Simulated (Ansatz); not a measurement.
# CH6Si + H5NSi: molecular dynamics

The plan is to follow the two partners and see whether they stay together, part or react. The start is relaxed first. Runs: 120 steps of 2 fs at constant energy, with velocities drawn for 2000 K. SMILES of the start: [SiH3]N.C[SiH3].

Program: Ansatz 0.2.0. Level of theory: UKS B3LYP/STO-3G. These are calculated values, not measurements.

## (1) Starting point

Bond lengths: Si1–N2 1.722 Å, Si1–H3 1.461 Å, Si1–H4 1.462 Å, Si1–H5 1.471 Å, N2–H6 1.009 Å, N2–H7 1.007 Å, C8–Si9 1.894 Å, C8–H10 1.084 Å, C8–H11 1.085 Å, C8–H12 1.087 Å, Si9–H13 1.466 Å, Si9–H14 1.467 Å, Si9–H15 1.464 Å. Angles (14 of 21 angles, heavy atoms first): Si1–N2–H6 118.2°, Si1–N2–H7 118.8°, N2–Si1–H3 105.0°, N2–Si1–H4 105.4°, N2–Si1–H5 115.4°, C8–Si9–H13 109.8°, C8–Si9–H14 109.4°, C8–Si9–H15 109.9°, Si9–C8–H10 111.3°, Si9–C8–H11 111.1°, Si9–C8–H12 111.7°, H6–N2–H7 109.4°, H3–Si1–H4 112.6°, H3–Si1–H5 109.4°.

As a file:

```xyz
15

Si   -0.3261   -0.8252   -2.3165
N     0.5343    0.6374   -2.0228
H    -0.3193   -0.9829   -3.7686
H     0.4394   -1.8684   -1.6349
H    -1.7133   -0.8512   -1.8277
H     0.6956    0.9113   -1.0654
H     0.3064    1.4521   -2.5693
C     0.8594   -0.3183    1.6750
Si   -0.7059    0.6576    2.1068
H     0.6484   -1.1068    0.9618
H     1.2886   -0.7784    2.5586
H     1.6239    0.3210    1.2413
H    -1.3070    1.1996    0.8839
H    -0.3564    1.7694    2.9980
H    -1.6682   -0.2171    2.7799
```

## (2) Preparing the start

input.yaml

```yaml
crystal:
  periodic: [false, false, false]
  atoms:
    - { symbol: Si, position_ang: [-0.3261, -0.8252, -2.3165] }
    - { symbol: "N", position_ang: [0.5343, 0.6374, -2.0228] }
    - { symbol: H, position_ang: [-0.3193, -0.9829, -3.7686] }
    - { symbol: H, position_ang: [0.4394, -1.8684, -1.6349] }
    - { symbol: H, position_ang: [-1.7133, -0.8512, -1.8277] }
    - { symbol: H, position_ang: [0.6956, 0.9113, -1.0654] }
    - { symbol: H, position_ang: [0.3064, 1.4521, -2.5693] }
    - { symbol: C, position_ang: [0.8594, -0.3183, 1.675] }
    - { symbol: Si, position_ang: [-0.7059, 0.6576, 2.1068] }
    - { symbol: H, position_ang: [0.6484, -1.1068, 0.9618] }
    - { symbol: H, position_ang: [1.2886, -0.7784, 2.5586] }
    - { symbol: H, position_ang: [1.6239, 0.321, 1.2413] }
    - { symbol: H, position_ang: [-1.307, 1.1996, 0.8839] }
    - { symbol: H, position_ang: [-0.3564, 1.7694, 2.998] }
    - { symbol: H, position_ang: [-1.6682, -0.2171, 2.7799] }
magnetization:
  spin_polarized: true
basis:
  gaussian: { orbitals: STO-3G }
hamiltonian:
  xc: b3lyp
relax:
  f_tol: 0.02
  max_steps: 40
output:
  orbitals: {}
```

The run is started by

```bash
ansatz run input.yaml --threads 1 --pin off --max-ram 2048MiB --backend cpu --events-out ev --progress --plain --runs-dir out
```

The log of the run, shortened:

```text
Warning: RAYON_NUM_THREADS=1 ignored (pool sized by the plan → 1); use --threads N
[...]
Functional definition: B3LYP
[...]
523 factors; integrals over basis functions are off by at most 1.5e-5 eV
[...]
mean field -18246.54595546 eV, -670.5481959099 hartree, gradient 2.9e-5 eV, S^2 0.000000; 0 other end points of the search recorded, 0 dependent functions left out
[...]
reference -18246.54618226 eV, -670.5482042448 hartree; 26, 26 occupied and 13, 13 virtual orbitals, 523 factors
relax step   1: F+E_penalty+E_count = -18246.54595546 eV  Δ(F+E_penalty+E_count) = +0.000e0 eV  max|allowed force component| = 1.388e0 eV/Å  Δτ_max = 0.0000 Å  (22 SCF iters, accepted)
[...]
relax step   6: F+E_penalty+E_count = -18246.71625888 eV  Δ(F+E_penalty+E_count) = -1.177e-3 eV  max|allowed force component| = 1.871e-1 eV/Å  Δτ_max = 0.0379 Å  (24 SCF iters, accepted)
[...]
relax step  11: F+E_penalty+E_count = -18246.72042437 eV  Δ(F+E_penalty+E_count) = -8.827e-4 eV  max|allowed force component| = 8.525e-2 eV/Å  Δτ_max = 0.0290 Å  (24 SCF iters, accepted)
[...]
relax step  16: F+E_penalty+E_count = -18246.73103617 eV  Δ(F+E_penalty+E_count) = -1.485e-3 eV  max|allowed force component| = 8.030e-2 eV/Å  Δτ_max = 0.0419 Å  (24 SCF iters, accepted)
[...]
relax step  19: F+E_penalty+E_count = -18246.73336831 eV  Δ(F+E_penalty+E_count) = -2.398e-4 eV  max|allowed force component| = 3.207e-2 eV/Å  Δτ_max = 0.0578 Å  (24 SCF iters, accepted)
relax step  20: F+E_penalty+E_count = -18246.73355210 eV  Δ(F+E_penalty+E_count) = -1.838e-4 eV  max|allowed force component| = 2.564e-2 eV/Å  Δτ_max = 0.0275 Å  (19 SCF iters, accepted)
```

## (3) The output, continued: start relaxed

The log, continued:

```text
relax step  21: F+E_penalty+E_count = -18246.73381834 eV  Δ(F+E_penalty+E_count) = -2.662e-4 eV  max|allowed force component| = 2.153e-2 eV/Å  Δτ_max = 0.0524 Å  (24 SCF iters, accepted)
relax step  22: F+E_penalty+E_count = -18246.73406958 eV  Δ(F+E_penalty+E_count) = -2.512e-4 eV  max|allowed force component| = 2.590e-2 eV/Å  Δτ_max = 0.0951 Å  (24 SCF iters, accepted)
relax step  23: F+E_penalty+E_count = -18246.73419208 eV  Δ(F+E_penalty+E_count) = -1.225e-4 eV  max|allowed force component| = 2.629e-2 eV/Å  Δτ_max = 0.0238 Å  (19 SCF iters, accepted)
relax step  24: F+E_penalty+E_count = -18246.73443528 eV  Δ(F+E_penalty+E_count) = -2.432e-4 eV  max|allowed force component| = 3.632e-2 eV/Å  Δτ_max = 0.0697 Å  (24 SCF iters, accepted)
relax step  25: F+E_penalty+E_count = -18246.73458216 eV  Δ(F+E_penalty+E_count) = -1.469e-4 eV  max|allowed force component| = 3.638e-2 eV/Å  Δτ_max = 0.0268 Å  (24 SCF iters, accepted)
relax step  26: F+E_penalty+E_count = -18246.73482741 eV  Δ(F+E_penalty+E_count) = -2.452e-4 eV  max|allowed force component| = 3.482e-2 eV/Å  Δτ_max = 0.0625 Å  (24 SCF iters, accepted)
relax step  27: F+E_penalty+E_count = -18246.73493985 eV  Δ(F+E_penalty+E_count) = -1.124e-4 eV  max|allowed force component| = 3.796e-2 eV/Å  Δτ_max = 0.0560 Å  (24 SCF iters, accepted)
[...]
these checks for a lower state are left out or cut short: starts, cluster_reference, orbital_swaps, neighbouring_geometries, increment
523 factors; integrals over basis functions are off by at most 1.7e-5 eV
mean field evaluation 192: about -18246.7964 eV, gradient 3.5e-1 eV
mean field -18246.73501361 eV, -670.5551436690 hartree, gradient 9.8e-6 eV, S^2 0.000000; 0 other end points of the search recorded, 0 dependent functions left out
the calculation of the forces begins
reference -18246.73526251 eV, -670.5551528159 hartree; 26, 26 occupied and 13, 13 virtual orbitals, 523 factors
relax step  28: F+E_penalty+E_count = -18246.73501361 eV  Δ(F+E_penalty+E_count) = -7.376e-5 eV  max|allowed force component| = 3.284e-2 eV/Å  Δτ_max = 0.0243 Å  (19 SCF iters, accepted)
these checks for a lower state are left out or cut short: starts, cluster_reference, orbital_swaps, neighbouring_geometries, increment
523 factors; integrals over basis functions are off by at most 1.7e-5 eV
mean field -18246.73514000 eV, -670.5551483137 hartree, gradient 5.6e-6 eV, S^2 0.000000; 0 other end points of the search recorded, 0 dependent functions left out
the calculation of the forces begins
reference -18246.73538956 eV, -670.5551574850 hartree; 26, 26 occupied and 13, 13 virtual orbitals, 523 factors
relax step  29: F+E_penalty+E_count = -18246.73514000 eV  Δ(F+E_penalty+E_count) = -1.264e-4 eV  max|allowed force component| = 2.055e-2 eV/Å  Δτ_max = 0.0487 Å  (24 SCF iters, accepted)
these checks for a lower state are left out or cut short: starts, cluster_reference, orbital_swaps, neighbouring_geometries, increment
523 factors; integrals over basis functions are off by at most 1.7e-5 eV
mean field -18246.73521210 eV, -670.5551509632 hartree, gradient 5.6e-6 eV, S^2 0.000000; 0 other end points of the search recorded, 0 dependent functions left out
the calculation of the forces begins
reference -18246.73546236 eV, -670.5551601602 hartree; 26, 26 occupied and 13, 13 virtual orbitals, 523 factors
relax step  30: F+E_penalty+E_count = -18246.73521210 eV  Δ(F+E_penalty+E_count) = -7.210e-5 eV  max|allowed force component| = 1.912e-2 eV/Å  Δτ_max = 0.0426 Å  (24 SCF iters, accepted)
these checks for a lower state are left out or cut short: starts, cluster_reference, orbital_swaps, neighbouring_geometries, increment
523 factors; integrals over basis functions are off by at most 1.6e-5 eV
mean field -18246.73526197 eV, -670.5551527960 hartree, gradient 5.7e-6 eV, S^2 0.000000; 0 other end points of the search recorded, 0 dependent functions left out
the calculation of the forces begins
reference -18246.73551280 eV, -670.5551620137 hartree; 26, 26 occupied and 13, 13 virtual orbitals, 523 factors
relax step  31: F+E_penalty+E_count = -18246.73526197 eV  Δ(F+E_penalty+E_count) = -4.987e-5 eV  max|allowed force component| = 2.035e-2 eV/Å  Δτ_max = 0.0345 Å  (24 SCF iters, accepted)
these checks for a lower state are left out or cut short: starts, cluster_reference, orbital_swaps, neighbouring_geometries, increment
523 factors; integrals over basis functions are off by at most 1.7e-5 eV
mean field evaluation 224: about -18246.7353 eV, gradient 6.2e-6 eV
mean field -18246.73530497 eV, -670.5551543763 hartree, gradient 6.2e-6 eV, S^2 0.000000; 0 other end points of the search recorded, 0 dependent functions left out
the calculation of the forces begins
reference -18246.73555613 eV, -670.5551636060 hartree; 26, 26 occupied and 13, 13 virtual orbitals, 523 factors
relax step  32: F+E_penalty+E_count = -18246.73530497 eV  Δ(F+E_penalty+E_count) = -4.300e-5 eV  max|allowed force component| = 1.823e-2 eV/Å  Δτ_max = 0.0213 Å  (20 SCF iters, accepted)
these checks for a lower state are left out or cut short: starts, cluster_reference, orbital_swaps, neighbouring_geometries, increment
523 factors; integrals over basis functions are off by at most 1.7e-5 eV
mean field -18246.73535731 eV, -670.5551562997 hartree, gradient 5.7e-6 eV, S^2 0.000000; 0 other end points of the search recorded, 0 dependent functions left out
the calculation of the forces begins
reference -18246.73560887 eV, -670.5551655443 hartree; 26, 26 occupied and 13, 13 virtual orbitals, 523 factors
relax step  33: F+E_penalty+E_count = -18246.73535731 eV  Δ(F+E_penalty+E_count) = -5.234e-5 eV  max|allowed force component| = 1.559e-2 eV/Å  Δτ_max = 0.0296 Å  (24 SCF iters, accepted)
523 factors; integrals over basis functions are off by at most 1.7e-5 eV
mean field -18246.73535731 eV, -670.5551562997 hartree, gradient 5.7e-6 eV, S^2 0.000000; 1 other end points of the search recorded, 0 dependent functions left out
the calculation of the forces begins
reference -18246.73560887 eV, -670.5551655443 hartree; 26, 26 occupied and 13, 13 virtual orbitals, 523 factors
Total energy: -18246.73560887 eV, -670.5551655443 hartree
Atom 0 at    -0.438625    -0.743143    -3.150543 Å, force     0.000747    -0.009918    -0.005031 eV/Å
Atom 1 at     0.197005     0.732426    -2.380731 Å, force    -0.009929     0.015592     0.012532 eV/Å
Atom 2 at    -0.255774    -0.612721    -4.577261 Å, force    -0.002083    -0.000595     0.009108 eV/Å
Atom 3 at     0.316456    -1.865921    -2.645597 Å, force    -0.004370     0.006191    -0.003054 eV/Å
Atom 4 at    -1.847049    -0.999298    -2.899418 Å, force     0.004328     0.001130    -0.001628 eV/Å
Atom 5 at     0.028704     0.690700    -1.341552 Å, force     0.002636    -0.000459    -0.015188 eV/Å
Atom 6 at    -0.373052     1.563675    -2.685834 Å, force     0.008300    -0.011611     0.003117 eV/Å
Atom 7 at     1.052432    -0.390351     2.756225 Å, force    -0.003353     0.005289     0.003049 eV/Å
Atom 8 at    -0.398513     0.656140     2.191510 Å, force     0.001700    -0.006640    -0.000997 eV/Å
Atom 9 at     0.929609    -1.437998     2.453793 Å, force    -0.001059     0.002889     0.001032 eV/Å
Atom 10 at     1.156079    -0.369677     3.848621 Å, force    -0.001759     0.000310    -0.010155 eV/Å
Atom 11 at     1.994727    -0.028550     2.325796 Å, force    -0.001681    -0.000373     0.001842 eV/Å
Atom 12 at    -0.509858     0.616060     0.750130 Å, force     0.002447    -0.000050     0.008045 eV/Å
Atom 13 at    -0.221471     2.030566     2.598113 Å, force     0.001764    -0.002122    -0.001101 eV/Å
Atom 14 at    -1.630871     0.158192     2.756846 Å, force     0.002312     0.000366    -0.001572 eV/Å
Dipole moment:    -0.262438    -0.002966     0.140220 e Å
```

Wall time 2.3 min (1 thread of an Arm CPU, shared host); peak memory 0.15 GiB.

Relaxation path, one in 2:

```tsv
step	energy from step 1 (eV)	largest force component (eV/Å)
1	0.0000	1.3883
3	-0.1328	0.3911
5	-0.1691	0.1845
7	-0.1714	0.0176
9	-0.1721	0.0344
11	-0.1745	0.0853
13	-0.1791	0.1794
15	-0.1836	0.1156
17	-0.1863	0.0410
19	-0.1874	0.0321
21	-0.1879	0.0215
23	-0.1882	0.0263
25	-0.1886	0.0364
27	-0.1890	0.0380
29	-0.1892	0.0206
31	-0.1893	0.0204
33	-0.1894	0.0156
```

Step 1 is the start.

After: Bond lengths: Si1–N2 1.782 Å, Si1–H3 1.444 Å, Si1–H4 1.444 Å, Si1–H5 1.453 Å, N2–H6 1.054 Å, N2–H7 1.053 Å, C8–Si9 1.876 Å, C8–H10 1.097 Å, C8–H11 1.097 Å, C8–H12 1.097 Å, Si9–H13 1.446 Å, Si9–H14 1.444 Å, Si9–H15 1.444 Å. Angles (14 of 21 angles, heavy atoms first): Si1–N2–H6 109.7°, Si1–N2–H7 109.6°, N2–Si1–H3 107.9°, N2–Si1–H4 107.8°, N2–Si1–H5 114.6°, C8–Si9–H13 110.1°, C8–Si9–H14 110.6°, C8–Si9–H15 110.5°, Si9–C8–H10 111.3°, Si9–C8–H11 111.2°, Si9–C8–H12 111.2°, H6–N2–H7 103.3°, H3–Si1–H4 110.5°, H3–Si1–H5 108.0°.

## (4) Dynamics

120 steps of 2 fs at constant energy, with velocities drawn for 2000 K, from the relaxed start.

input.yaml

```yaml
crystal:
  periodic: [false, false, false]
  atoms:
    - { symbol: Si, position_ang: [-0.438625, -0.743143, -3.150543] }
    - { symbol: "N", position_ang: [0.197005, 0.732426, -2.380731] }
    - { symbol: H, position_ang: [-0.255774, -0.612721, -4.577261] }
    - { symbol: H, position_ang: [0.316456, -1.865921, -2.645597] }
    - { symbol: H, position_ang: [-1.847049, -0.999298, -2.899418] }
    - { symbol: H, position_ang: [0.028704, 0.6907, -1.341552] }
    - { symbol: H, position_ang: [-0.373052, 1.563675, -2.685834] }
    - { symbol: C, position_ang: [1.052432, -0.390351, 2.756225] }
    - { symbol: Si, position_ang: [-0.398513, 0.65614, 2.19151] }
    - { symbol: H, position_ang: [0.929609, -1.437998, 2.453793] }
    - { symbol: H, position_ang: [1.156079, -0.369677, 3.848621] }
    - { symbol: H, position_ang: [1.994727, -0.02855, 2.325796] }
    - { symbol: H, position_ang: [-0.509858, 0.61606, 0.75013] }
    - { symbol: H, position_ang: [-0.221471, 2.030566, 2.598113] }
    - { symbol: H, position_ang: [-1.630871, 0.158192, 2.756846] }
magnetization:
  spin_polarized: true
basis:
  gaussian: { orbitals: STO-3G }
hamiltonian:
  xc: b3lyp
md:
  timestep: 2.0
  n_steps: 120
  ensemble: nve
  temperature: 2000.0
  initial_velocities: maxwell_boltzmann
  seed: 836347
```

The run is started by

```bash
ansatz run input.yaml --threads 1 --pin off --max-ram 2048MiB --backend cpu --events-out ev --progress --plain --runs-dir out
```

The log of the run, shortened:

```text
Warning: RAYON_NUM_THREADS=1 ignored (pool sized by the plan → 1); use --threads N
[...]
Functional definition: B3LYP
[...]
521 factors; integrals over basis functions are off by at most 1.3e-5 eV
[...]
mean field -18246.73536329 eV, -670.5551565195 hartree, gradient 1.9e-5 eV, S^2 0.000000; 0 other end points of the search recorded, 0 dependent functions left out
[...]
reference -18246.73561426 eV, -670.5551657423 hartree; 26, 26 occupied and 13, 13 virtual orbitals, 521 factors
md step     0: t =     0.00 fs  T =  2000.0 K  F+E_penalty+E_count = -18246.73536329 eV  E_kin = 3.360760 eV  conserved = -18243.37460332 eV  (23 SCF iters)
[...]
md step    14: t =    28.00 fs  T =  1033.8 K  F+E_penalty+E_count = -18244.89130340 eV  E_kin = 1.737161 eV  conserved = -18243.15414276 eV  (25 SCF iters)
[...]
md step    28: t =    56.00 fs  T =  1132.9 K  F+E_penalty+E_count = -18244.97018108 eV  E_kin = 1.903664 eV  conserved = -18243.06651716 eV  (24 SCF iters)
[...]
md step    42: t =    84.00 fs  T =  1553.4 K  F+E_penalty+E_count = -18245.74560884 eV  E_kin = 2.610306 eV  conserved = -18243.13530279 eV  (24 SCF iters)
[...]
md step    56: t =   112.00 fs  T =  1245.6 K  F+E_penalty+E_count = -18245.36558266 eV  E_kin = 2.093042 eV  conserved = -18243.27254037 eV  (25 SCF iters)
md step    57: t =   114.00 fs  T =   983.6 K  F+E_penalty+E_count = -18244.72164857 eV  E_kin = 1.652869 eV  conserved = -18243.06878007 eV  (25 SCF iters)
md step    58: t =   116.00 fs  T =   966.5 K  F+E_penalty+E_count = -18244.82264739 eV  E_kin = 1.624075 eV  conserved = -18243.19857284 eV  (26 SCF iters)
```

## (5) The output, continued: dynamics from the start

Output, continued, shortened:

```text
md step    59: t =   118.00 fs  T =   842.8 K  F+E_penalty+E_count = -18244.51968868 eV  E_kin = 1.416145 eV  conserved = -18243.10354386 eV  (25 SCF iters)
[...]
md step    74: t =   148.00 fs  T =  1417.0 K  F+E_penalty+E_count = -18245.67179032 eV  E_kin = 2.381073 eV  conserved = -18243.29071697 eV  (25 SCF iters)
[...]
md step    89: t =   178.00 fs  T =  1428.1 K  F+E_penalty+E_count = -18245.64376391 eV  E_kin = 2.399754 eV  conserved = -18243.24400963 eV  (23 SCF iters)
[...]
md step   104: t =   208.00 fs  T =  1431.0 K  F+E_penalty+E_count = -18245.49424302 eV  E_kin = 2.404585 eV  conserved = -18243.08965842 eV  (26 SCF iters)
[...]
md step   119: t =   238.00 fs  T =  1544.1 K  F+E_penalty+E_count = -18245.71329145 eV  E_kin = 2.594711 eV  conserved = -18243.11857999 eV  (23 SCF iters)
[...]
Atom 5 at     0.221815     1.251023    -5.157164 Å, force    -0.738933     1.029397     0.374703 eV/Å
Atom 6 at     0.981779    -0.012138    -5.659195 Å, force    -0.005071     0.242878     1.944097 eV/Å
Atom 7 at     1.098934     0.264133     5.034328 Å, force    -1.137247     1.257955     4.194374 eV/Å
Atom 8 at    -0.156548     0.473515     3.767434 Å, force    -3.988722    -0.656943    -1.154150 eV/Å
Atom 9 at     1.400823     1.307936     5.418008 Å, force    -0.525384    -1.814031    -0.272849 eV/Å
Atom 10 at     2.004985    -0.167597     4.634720 Å, force     0.357645    -0.965132     0.230987 eV/Å
Atom 11 at     0.532138    -0.317673     5.899799 Å, force     2.444345     1.122810    -1.636738 eV/Å
Atom 12 at    -1.089533     1.641969     3.934304 Å, force     0.781360    -1.191342     0.238143 eV/Å
Atom 13 at    -0.951360    -0.804014     3.447804 Å, force     0.932265     1.654170     0.748912 eV/Å
Atom 14 at     0.542605     0.732240     2.629166 Å, force     1.135528     0.592546    -2.348093 eV/Å
Dipole moment:    -0.202348    -0.037925    -0.262739 e Å
```

Run time: 6.7 min. Hardware: 1 thread of an Arm CPU, shared host; peak memory 0.21 GiB.

## (6) Frames and traces

One step in 9; energies are changes from step 0:

```tsv
time (fs)	T (K)	potential energy change (meV/atom)	total energy change (meV/atom)	closest contact of the partners (Å)
0.0	2000	0.0	0.00	2.16
18.0	1543	59.2	8.05	2.64
36.0	1286	88.3	8.28	3.57
54.0	1350	83.1	10.31	3.29
72.0	1028	122.1	13.21	3.56
90.0	1243	94.9	10.10	4.16
108.0	1214	100.7	12.69	4.65
126.0	1247	98.7	14.31	4.59
144.0	1170	107.0	13.96	4.97
162.0	1045	126.3	19.28	5.13
180.0	900	144.2	21.06	5.21
198.0	1127	115.5	17.65	5.62
216.0	961	140.5	24.02	5.71
234.0	1314	95.3	18.49	5.97
240.0	1344	87.5	13.98	6.47
```

time (fs), T (K) and a bar:
```
      0.0       2000 ##############################
     10.0        716 
     20.0       1091 #########
     32.0        902 ####
     42.0       1362 ###############
     52.0       1088 #########
     62.0       1111 #########
     74.0        945 #####
     84.0       1553 ####################
     94.0        969 ######
    104.0       1176 ###########
    114.0        984 ######
    126.0       1247 ############
    136.0       1074 ########
    146.0       1155 ##########
    156.0        983 ######
    166.0       1135 ##########
    178.0       1428 #################
    188.0       1294 ##############
    198.0       1127 ##########
    208.0       1431 #################
    220.0       1302 ##############
    230.0       1088 #########
    240.0       1344 ###############
```

(Part 1 of 2 ends here.)
